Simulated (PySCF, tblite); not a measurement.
# C₂H₄BF₂N: dynamics, then NMR shifts on frames

How do NMR shifts of C₂H₄BF₂N (`[H]/N=C/CB(F)F`) change as the atoms move?

Computed with tblite 0.8.0 and PySCF 2.14.0, with density-fitted response routines of our own, on a single molecule in the gas phase. Atoms count from 0, in the outputs and in this text.

### Step 1. Starting geometry

10 atoms, charge 0, multiplicity 1; geometry from: GFN2-xTB.

Bonds of the start (Å): N0–C1 1.25, C1–C2 1.50, C2–B3 1.58, B3–F4 1.32, B3–F5 1.32, N0–H6 1.02, C1–H7 1.10, C2–H8 1.09, C2–H9 1.09.

### Step 2. Thermal motion with GFN2-xTB

The job: settings as JSON, then the geometry in Å.

```
{"job": {"kind": "md", "xc": "GFN2-xTB", "basis": "xTB", "temperature": 300, "steps": 2000, "every": 50, "frames": 5}, "charge": 0, "multiplicity": 1}
N     -1.856301     0.570325    -0.524694
C     -1.014122    -0.031269     0.180703
C      0.282292    -0.473583    -0.419815
B      1.549035     0.202256     0.244648
F      1.539322     0.763930     1.434379
F      2.723067     0.223727    -0.348121
H     -2.711798     0.852182    -0.052508
H     -1.131057    -0.268119     1.247299
H      0.370410    -1.557181    -0.291387
H      0.258035    -0.277614    -1.493032
```

Level: GFN2-xTB Langevin dynamics, gas phase.

The run is started by

```
$ OMP_NUM_THREADS=1 python probes_run.py task.json out
```

The driver reads the jobs from task.json and runs them one after another.

What it wrote:

```text
t/fs     T/K      E/eV
    0.0   254.2   -544.23658
   25.0   138.8   -544.07484
   50.0   201.8   -544.05020
   75.0   245.3   -544.04826
  100.0   180.3   -544.01947
  125.0   204.0   -544.01865
  150.0   194.7   -543.93313
  175.0   224.2   -543.95641
  200.0   253.9   -543.96567
  225.0   354.8   -543.99087
  250.0   209.0   -543.90670
  275.0   327.5   -544.03198
  300.0   258.1   -543.81220
  325.0   343.5   -543.99363
  350.0   264.7   -543.86740
  375.0   228.1   -543.94989
  400.0   202.4   -543.95775
  425.0   373.6   -544.04203
  450.0   213.8   -543.96354
  475.0   291.6   -544.00911
  500.0   320.4   -544.02222
  525.0   277.2   -543.96035
  550.0   332.5   -543.98724
  575.0   218.1   -543.99725
  600.0   307.1   -543.89098
  625.0   386.5   -543.95211
  650.0   256.6   -543.87935
  675.0   367.1   -543.92115
  700.0   389.0   -543.90180
  725.0   433.0   -543.96100
  750.0   323.6   -543.85435
  775.0   321.0   -543.91497
  800.0   254.1   -543.89291
  825.0   291.9   -543.89082
  850.0   285.6   -543.97063
  875.0   341.8   -544.03787
  900.0   251.9   -543.95570
  925.0   355.7   -543.95363
  950.0   281.3   -543.87147
  975.0   331.1   -544.05705
 1000.0   231.9   -543.97177
```

Wall time 5.4 s (1 thread of Intel Xeon Platinum 8488C, shared host); peak memory 0.18 GiB.

Distance from the start (root mean square after alignment): 0 fs 0.00 Å, 200 fs 0.45 Å, 400 fs 0.17 Å, 600 fs 0.20 Å, 800 fs 0.21 Å, 1000 fs 0.55 Å.

Positions (Å) and forces (eV/Å) at 1000 fs:

```xyz
10

N    -2.432    0.641   -0.245   -0.322    0.101    0.062
C    -1.284    0.155   -0.343   -0.030    0.477    0.108
C    -0.088    1.090   -0.319    0.562   -1.538    0.633
B     0.557    0.766    1.130   -0.750   -0.051    0.418
F    -0.098    0.621    2.298    0.267    0.319   -1.119
F     1.809    0.439    1.248    0.741   -0.076    0.029
H    -3.289    0.080   -0.134    0.845   -0.111   -0.229
H    -0.960   -0.897   -0.326   -0.381   -0.079   -0.144
H     0.641    0.834   -1.111   -0.362    0.039    0.398
H    -0.351    2.110   -0.414   -0.570    0.918   -0.155
```

### Step 3. Nuclear shieldings: 250 fs, PBE0/pcSseg-1

The job: settings as JSON, then the geometry in Å.

```
{"job": {"kind": "nmr", "xc": "PBE0", "basis": "pcSseg-1", "pop": false}, "charge": 0, "multiplicity": 1}
N     -2.058400     0.666600    -0.635500
C     -1.285800     0.012600     0.107600
C      0.075700    -0.458900    -0.232600
B      1.387600     0.090300     0.527500
F      1.525700     1.163600     1.320000
F      2.593500    -0.275400     0.221600
H     -2.918600     0.982100    -0.187100
H     -1.463700    -0.306600     1.111200
H      0.061200    -1.563100    -0.211600
H      0.275500    -0.226800    -1.265800
```

Level: GIAO PBE0/pcSseg-1 NMR shielding, non-relativistic, gas phase.

What it wrote:

```text
coarse grid: 8976 points
cycle   1  E = -357.4566579229  dE =  7.236e-01  |g| = 7.075e-01  |ddm| = 2.769e+00
cycle   2  E = -357.3548603127  dE =  1.018e-01  |g| = 1.066e+00  |ddm| = 1.195e+00
cycle   3  E = -357.5436124563  dE = -1.888e-01  |g| = 1.224e-01  |ddm| = 7.501e-01
cycle   4  E = -357.5466976186  dE = -3.085e-03  |g| = 4.610e-02  |ddm| = 1.063e-01
cycle   5  E = -357.5471151668  dE = -4.175e-04  |g| = 1.325e-02  |ddm| = 4.088e-02
cycle   6  E = -357.5471496150  dE = -3.445e-05  |g| = 2.153e-03  |ddm| = 1.044e-02
cycle   7  E = -357.5471505217  dE = -9.067e-07  |g| = 5.549e-04  |ddm| = 1.756e-03
final grid: 89312 points
cycle   8  E = -357.5878414598  dE = -5.376e-05  |g| = 5.811e-03  |ddm| = 1.874e-02
cycle   9  E = -357.5878403234  dE =  1.136e-06  |g| = 6.269e-03  |ddm| = 9.910e-03
cycle  10  E = -357.5878488256  dE = -8.502e-06  |g| = 9.208e-04  |ddm| = 5.469e-03
cycle  11  E = -357.5878489840  dE = -1.584e-07  |g| = 3.894e-04  |ddm| = 9.299e-04
cycle  12  E = -357.5878490174  dE = -3.333e-08  |g| = 5.175e-05  |ddm| = 2.691e-04
cycle  13  E = -357.5878490179  dE = -5.684e-10  |g| = 1.748e-05  |ddm| = 5.029e-05
converged SCF energy = -357.5878490179

GIAO shielding tensors (ppm)
atom      isotropic    diamagn.    paramagn.     s11        s22        s33       span
  0 N      -89.928     319.223    -409.152   -424.907    -79.987    235.109    660.015
  1 C       17.994     251.025    -233.031    -88.635      0.505    142.111    230.746
  2 C      158.057     255.190     -97.133    138.559    148.778    186.835     48.275
  3 B       73.693     189.819    -116.126     47.435     82.657     90.988     43.553
  4 F      228.682     468.963    -240.281     47.346    285.925    352.777    305.430
  5 F      225.579     466.144    -240.565     58.413    266.333    351.991    293.577
  6 H       20.657      29.181      -8.524     12.919     23.936     25.117     12.199
  7 H       23.723      30.940      -7.217     21.562     22.953     26.655      5.093
  8 H       29.157      29.802      -0.645     26.114     27.919     33.437      7.323
  9 H       29.885      31.640      -1.755     26.621     29.139     33.895      7.274
```

Wall time 7.5 s (1 thread of Intel Xeon Platinum 8488C, shared host); peak memory 0.54 GiB.

Shifts follow as δ = σ(reference) − σ, with reference shieldings (ppm) from runs at the same level and on the same kind of geometry: 1H TMS 31.72, 13C TMS 186.9, 19F CFCl3 170.9, 15N NH3 267.7, 11B BF3·OEt2 100.1. The references are single molecules in the gas phase, so shifts against H2O, NH3, PH3, H3PO4 or CFCl3 are not on the usual liquid scales and can be off by tens of ppm. Each atom is listed at this fixed geometry, with no averaging over motion; a spectrum would average atoms that exchange fast.

```csv
atoms,environment,σ (ppm),δ (ppm)
C1,C=N carbon,18.0,168.9
C2,sp3 CH2 bonded to B,158.1,28.9
H6,hydrogen on an imine nitrogen,20.66,11.06
H7,hydrogen on a C=N carbon,23.72,7.99
H8,hydrogen on an sp3 CH2 bonded to B,29.16,2.56
H9,hydrogen on an sp3 CH2 bonded to B,29.89,1.83
N0,imine nitrogen,-89.9,357.7
B3,"boron bonded to C, 2 F",73.7,26.4
F5,fluorine bonded to B,225.6,-54.6
F4,fluorine bonded to B,228.7,-57.7
```

### Step 4. Nuclear shieldings: 425 fs, PBE0/pcSseg-1

The job: settings as JSON, then the geometry in Å.

```
{"job": {"kind": "nmr", "xc": "PBE0", "basis": "pcSseg-1", "pop": false}, "charge": 0, "multiplicity": 1}
N     -1.784500     0.959100    -0.475500
C     -1.230100    -0.004100     0.094200
C      0.105200    -0.582800    -0.356300
B      1.349900    -0.269400     0.511800
F      1.302300     0.497700     1.612800
F      2.604800    -0.504400     0.051600
H     -2.624800     1.326800    -0.073300
H     -1.699200    -0.566100     0.941200
H     -0.004600    -1.696600    -0.523100
H      0.348100    -0.163200    -1.348900
```

Level: GIAO PBE0/pcSseg-1 NMR shielding, non-relativistic, gas phase.

What it wrote:

```text
coarse grid: 8976 points
cycle   1  E = -357.4659697616  dE =  6.167e-01  |g| = 7.115e-01  |ddm| = 2.730e+00
cycle   2  E = -357.3521436520  dE =  1.138e-01  |g| = 1.096e+00  |ddm| = 1.200e+00
cycle   3  E = -357.5551988204  dE = -2.031e-01  |g| = 1.210e-01  |ddm| = 7.663e-01
cycle   4  E = -357.5582409932  dE = -3.042e-03  |g| = 4.651e-02  |ddm| = 1.057e-01
cycle   5  E = -357.5586635792  dE = -4.226e-04  |g| = 1.351e-02  |ddm| = 3.918e-02
cycle   6  E = -357.5586987010  dE = -3.512e-05  |g| = 2.327e-03  |ddm| = 1.040e-02
cycle   7  E = -357.5586998465  dE = -1.145e-06  |g| = 2.509e-04  |ddm| = 1.900e-03
final grid: 89312 points
cycle   8  E = -357.5979292923  dE = -3.445e-05  |g| = 6.049e-03  |ddm| = 1.579e-02
cycle   9  E = -357.5979273431  dE =  1.949e-06  |g| = 6.867e-03  |ddm| = 9.808e-03
cycle  10  E = -357.5979368361  dE = -9.493e-06  |g| = 1.007e-03  |ddm| = 5.486e-03
cycle  11  E = -357.5979370482  dE = -2.121e-07  |g| = 3.165e-04  |ddm| = 9.019e-04
cycle  12  E = -357.5979370696  dE = -2.140e-08  |g| = 6.196e-05  |ddm| = 2.151e-04
cycle  13  E = -357.5979370703  dE = -6.150e-10  |g| = 2.505e-05  |ddm| = 4.664e-05
converged SCF energy = -357.5979370703

GIAO shielding tensors (ppm)
atom      isotropic    diamagn.    paramagn.     s11        s22        s33       span
  0 N      -99.755     320.854    -420.609   -448.298    -81.746    230.780    679.078
  1 C       17.583     250.669    -233.085    -90.836     15.115    128.471    219.307
  2 C      153.935     255.195    -101.260    136.623    141.740    183.443     46.821
  3 B       69.618     193.065    -123.447     40.115     80.454     88.286     48.171
  4 F      227.218     469.571    -242.353     36.606    281.878    363.171    326.565
  5 F      230.166     467.482    -237.316     47.674    294.828    347.995    300.321
  6 H       20.228      30.413     -10.185     10.983     23.986     25.714     14.731
  7 H       23.026      29.191      -6.165     20.840     23.637     24.602      3.762
  8 H       28.485      28.796      -0.310     25.755     27.097     32.603      6.847
  9 H       28.999      30.903      -1.905     25.981     28.234     32.782      6.801
```

It took 7.2 s on 1 thread of Intel Xeon Platinum 8488C, shared host; peak memory 0.56 GiB.

Key values: δ C1 169.3, C2 33.0, N0 367.5, B3 30.4, H6 11.49, H7 8.69 ppm.

### Step 5. Nuclear shieldings: 625 fs, PBE0/pcSseg-1

The job: settings as JSON, then the geometry in Å.

```
{"job": {"kind": "nmr", "xc": "PBE0", "basis": "pcSseg-1", "pop": false}, "charge": 0, "multiplicity": 1}
N     -1.623000     0.980500    -0.364000
C     -1.148500    -0.133400    -0.038500
C      0.333200    -0.437600    -0.487500
B      1.375800    -0.393300     0.698500
F      1.108200    -0.455000     1.958000
F      2.670800    -0.412900     0.459500
H     -2.598700     1.133500    -0.040700
H     -1.678400    -0.979300     0.327900
H      0.468300    -1.510100    -0.805500
H      0.669200     0.199000    -1.272000
```

Method: GIAO PBE0/pcSseg-1 NMR shielding, non-relativistic, gas phase.

What it wrote:

```text
coarse grid: 8976 points
cycle   1  E = -357.4656866484  dE =  6.704e-01  |g| = 6.914e-01  |ddm| = 2.733e+00
cycle   2  E = -357.3729928654  dE =  9.269e-02  |g| = 1.023e+00  |ddm| = 1.072e+00
cycle   3  E = -357.5474596852  dE = -1.745e-01  |g| = 1.291e-01  |ddm| = 6.747e-01
cycle   4  E = -357.5509345345  dE = -3.475e-03  |g| = 4.371e-02  |ddm| = 1.063e-01
cycle   5  E = -357.5513051644  dE = -3.706e-04  |g| = 1.167e-02  |ddm| = 3.551e-02
cycle   6  E = -357.5513324035  dE = -2.724e-05  |g| = 2.244e-03  |ddm| = 9.565e-03
cycle   7  E = -357.5513334574  dE = -1.054e-06  |g| = 3.978e-04  |ddm| = 1.714e-03
final grid: 89312 points
cycle   8  E = -357.5939545551  dE = -5.924e-05  |g| = 5.798e-03  |ddm| = 1.840e-02
cycle   9  E = -357.5939532293  dE =  1.326e-06  |g| = 6.328e-03  |ddm| = 9.551e-03
cycle  10  E = -357.5939620239  dE = -8.795e-06  |g| = 1.032e-03  |ddm| = 5.260e-03
cycle  11  E = -357.5939622284  dE = -2.045e-07  |g| = 4.002e-04  |ddm| = 9.345e-04
cycle  12  E = -357.5939622635  dE = -3.505e-08  |g| = 5.341e-05  |ddm| = 2.679e-04
cycle  13  E = -357.5939622640  dE = -5.575e-10  |g| = 1.895e-05  |ddm| = 4.930e-05
converged SCF energy = -357.5939622640

GIAO shielding tensors (ppm)
atom      isotropic    diamagn.    paramagn.     s11        s22        s33       span
  0 N     -103.422     320.094    -423.517   -435.257   -101.779    226.768    662.026
  1 C       13.134     250.459    -237.325    -98.320     10.914    126.809    225.129
  2 C      152.645     254.059    -101.414    134.131    137.862    185.941     51.810
  3 B       73.205     192.016    -118.812     46.004     83.469     90.142     44.138
  4 F      242.690     468.398    -225.707     70.247    283.447    374.377    304.130
  5 F      236.551     466.821    -230.269     65.200    291.750    352.704    287.504
  6 H       20.551      28.709      -8.158     13.428     23.382     24.843     11.415
  7 H       23.483      30.744      -7.261     22.088     23.419     24.943      2.855
  8 H       28.922      29.239      -0.316     26.482     27.706     32.578      6.096
  9 H       29.754      31.658      -1.905     26.793     28.818     33.650      6.857
```

Run time: 7.2 s. Hardware: 1 thread of Intel Xeon Platinum 8488C, shared host; peak memory 0.58 GiB.

In short: δ C1 173.8, C2 34.3, N0 371.2, B3 26.9, H6 11.17, H7 8.23 ppm.

### Step 6. NMR shieldings: 800 fs, PBE0/pcSseg-1

The job: settings as JSON, then the geometry in Å.

```
{"job": {"kind": "nmr", "xc": "PBE0", "basis": "pcSseg-1", "pop": false}, "charge": 0, "multiplicity": 1}
N     -1.972900     0.618700    -0.462900
C     -1.106800    -0.103400     0.092900
C      0.318700     0.161200    -0.166300
B      1.203400     0.251200     1.019100
F      0.948100     0.138300     2.320200
F      2.468000     0.603600     0.787300
H     -2.940000     0.382400    -0.291000
H     -1.210600    -1.009700     0.657500
H      0.605000    -0.489400    -0.987900
H      0.311800     1.108400    -0.678900
```

Method: GIAO PBE0/pcSseg-1 NMR shielding, non-relativistic, gas phase.

What it wrote:

```text
coarse grid: 8976 points
cycle   1  E = -357.4612645625  dE =  8.270e-01  |g| = 7.025e-01  |ddm| = 2.773e+00
cycle   2  E = -357.3713916614  dE =  8.987e-02  |g| = 1.030e+00  |ddm| = 1.166e+00
cycle   3  E = -357.5459443090  dE = -1.746e-01  |g| = 1.351e-01  |ddm| = 7.223e-01
cycle   4  E = -357.5498157520  dE = -3.871e-03  |g| = 4.491e-02  |ddm| = 1.156e-01
cycle   5  E = -357.5502002070  dE = -3.845e-04  |g| = 1.438e-02  |ddm| = 3.926e-02
cycle   6  E = -357.5502399496  dE = -3.974e-05  |g| = 1.945e-03  |ddm| = 1.088e-02
cycle   7  E = -357.5502407246  dE = -7.750e-07  |g| = 2.575e-04  |ddm| = 1.587e-03
final grid: 89312 points
cycle   8  E = -357.5901961908  dE = -4.535e-05  |g| = 6.208e-03  |ddm| = 1.929e-02
cycle   9  E = -357.5901939573  dE =  2.234e-06  |g| = 7.109e-03  |ddm| = 1.086e-02
cycle  10  E = -357.5902039174  dE = -9.960e-06  |g| = 1.398e-03  |ddm| = 6.167e-03
cycle  11  E = -357.5902043480  dE = -4.306e-07  |g| = 2.659e-04  |ddm| = 1.128e-03
cycle  12  E = -357.5902043630  dE = -1.498e-08  |g| = 6.360e-05  |ddm| = 1.945e-04
cycle  13  E = -357.5902043637  dE = -6.621e-10  |g| = 2.355e-05  |ddm| = 4.793e-05
converged SCF energy = -357.5902043637

GIAO shielding tensors (ppm)
atom      isotropic    diamagn.    paramagn.     s11        s22        s33       span
  0 N      -91.732     319.097    -410.830   -410.382    -93.497    228.682    639.063
  1 C       15.703     253.074    -237.371    -88.538     -4.543    140.191    228.729
  2 C      159.656     256.724     -97.068    137.572    146.872    194.523     56.951
  3 B       70.833     191.114    -120.281     39.384     81.582     91.533     52.149
  4 F      249.408     468.401    -218.993     73.317    297.573    377.334    304.017
  5 F      222.300     467.555    -245.255     38.645    280.082    348.174    309.529
  6 H       20.752      30.003      -9.251     13.134     24.167     24.955     11.822
  7 H       23.508      31.256      -7.749     22.231     22.481     25.811      3.580
  8 H       29.204      30.913      -1.708     26.100     27.984     33.529      7.428
  9 H       29.366      31.939      -2.573     26.326     28.923     32.849      6.523
```

Wall time 7.4 s (1 thread of Intel Xeon Platinum 8488C, shared host); peak memory 0.58 GiB.

Key values: δ C1 171.2, C2 27.3, N0 359.5, B3 29.2, H6 10.97, H7 8.21 ppm.

### Step 7. Shielding tensors: 1000 fs, PBE0/pcSseg-1

The job: settings as JSON, then the geometry in Å.

```
{"job": {"kind": "nmr", "xc": "PBE0", "basis": "pcSseg-1", "pop": false}, "charge": 0, "multiplicity": 1}
N     -2.431800     0.641500    -0.245300
C     -1.284100     0.155500    -0.343200
C     -0.088300     1.090200    -0.319400
B      0.557000     0.766200     1.130300
F     -0.098000     0.620800     2.297700
F      1.808700     0.438700     1.248000
H     -3.288800     0.080000    -0.134200
H     -0.960200    -0.896700    -0.326000
H      0.641300     0.834100    -1.111200
H     -0.350600     2.109500    -0.414200
```

Method: GIAO PBE0/pcSseg-1 NMR shielding, non-relativistic, gas phase.

What it wrote:

```text
coarse grid: 8976 points
cycle   1  E = -357.4559160847  dE =  6.727e-01  |g| = 7.107e-01  |ddm| = 2.735e+00
cycle   2  E = -357.3455471474  dE =  1.104e-01  |g| = 1.082e+00  |ddm| = 1.164e+00
cycle   3  E = -357.5438470474  dE = -1.983e-01  |g| = 1.325e-01  |ddm| = 7.513e-01
cycle   4  E = -357.5475459762  dE = -3.699e-03  |g| = 4.456e-02  |ddm| = 1.102e-01
cycle   5  E = -357.5479265136  dE = -3.805e-04  |g| = 1.302e-02  |ddm| = 3.735e-02
cycle   6  E = -357.5479595636  dE = -3.305e-05  |g| = 2.245e-03  |ddm| = 1.023e-02
cycle   7  E = -357.5479606024  dE = -1.039e-06  |g| = 4.754e-04  |ddm| = 1.924e-03
final grid: 89312 points
cycle   8  E = -357.5887361330  dE = -5.408e-05  |g| = 5.680e-03  |ddm| = 1.979e-02
cycle   9  E = -357.5887350687  dE =  1.064e-06  |g| = 6.127e-03  |ddm| = 9.404e-03
cycle  10  E = -357.5887432171  dE = -8.148e-06  |g| = 7.955e-04  |ddm| = 5.078e-03
cycle  11  E = -357.5887433250  dE = -1.078e-07  |g| = 4.080e-04  |ddm| = 8.554e-04
cycle  12  E = -357.5887433610  dE = -3.600e-08  |g| = 5.431e-05  |ddm| = 2.643e-04
cycle  13  E = -357.5887433616  dE = -6.266e-10  |g| = 1.944e-05  |ddm| = 5.570e-05
converged SCF energy = -357.5887433616

GIAO shielding tensors (ppm)
atom      isotropic    diamagn.    paramagn.     s11        s22        s33       span
  0 N     -103.607     317.072    -420.679   -452.438    -90.540    232.157    684.595
  1 C       22.475     253.517    -231.042    -80.470     16.892    131.003    211.472
  2 C      150.261     254.612    -104.351    126.565    145.274    178.946     52.381
  3 B       72.351     192.967    -120.617     48.943     80.595     87.514     38.571
  4 F      230.794     468.963    -238.169     45.221    286.334    360.828    315.607
  5 F      211.954     467.720    -255.767     30.246    257.535    348.080    317.834
  6 H       19.349      29.803     -10.455     10.602     22.564     24.880     14.277
  7 H       23.269      31.400      -8.131     21.255     23.366     25.184      3.929
  8 H       28.822      30.975      -2.153     26.440     27.809     32.219      5.779
  9 H       30.069      30.517      -0.448     27.817     28.038     34.352      6.536
```

It took 7.3 s on 1 thread of Intel Xeon Platinum 8488C, shared host; peak memory 0.58 GiB.

Key values: δ C1 164.4, C2 36.7, N0 371.3, B3 27.7, H6 12.37, H7 8.45 ppm.

### Step 8. Run by run: NMR shifts

Shifts (ppm) of some atoms, chosen among heavy atoms and hydrogens apart, with basis size and wall time:

| frame | C1 | C2 | H6 | H9 | N0 | F5 | F4 | functions | time |
| --- | --- | --- | --- | --- | --- | --- | --- | --- | --- |
| 250 fs | 168.9 | 28.9 | 11.06 | 1.83 | 357.7 | -54.6 | -57.7 | 122 | 7.5 s |
| 425 fs | 169.3 | 33.0 | 11.49 | 2.72 | 367.5 | -59.2 | -56.3 | 122 | 7.2 s |
| 625 fs | 173.8 | 34.3 | 11.17 | 1.96 | 371.2 | -65.6 | -71.7 | 122 | 7.2 s |
| 800 fs | 171.2 | 27.3 | 10.97 | 2.35 | 359.5 | -51.4 | -78.5 | 122 | 7.4 s |
| 1000 fs | 164.4 | 36.7 | 12.37 | 1.65 | 371.3 | -41.0 | -59.8 | 122 | 7.3 s |

### Step 9. Outcome

| quantity | value |
| --- | --- |
| thermostat | 300 K |
| mean temperature, second half | 312 K |
| mean potential energy above the minimum | 0.29 eV |
| 13C shifts against TMS (PBE0/pcSseg-1, 250 fs) | 168.9, 28.9 ppm |
| 1H shifts against TMS (PBE0/pcSseg-1, 250 fs) | 11.06, 7.99, 2.56, 1.83 ppm |
| 15N shifts against NH3 (PBE0/pcSseg-1, 250 fs) | 357.7 ppm |
| 11B shifts against BF3·OEt2 (PBE0/pcSseg-1, 250 fs) | 26.4 ppm |
| 19F shifts against CFCl3 (PBE0/pcSseg-1, 250 fs) | -54.6, -57.7 ppm |
| range of the shift of F5 | -65.6 to -41.0 ppm |

**Reading.** In the second half the potential energy averages 0.29 eV above the minimum; equipartition over 24 harmonic modes at 300 K would give 0.31 eV. With 10 atoms the temperature swings widely (139 to 433 K). Shifts at one fixed geometry are not the observed spectrum, which averages over the motion. In the first frame run (250 fs): The largest span, 660 ppm, is at N0, where the paramagnetic term is -409 ppm. Across the 5 runs the shift of F5 moves most, between -65.6 (625 fs) and -41.0 ppm (1000 fs).
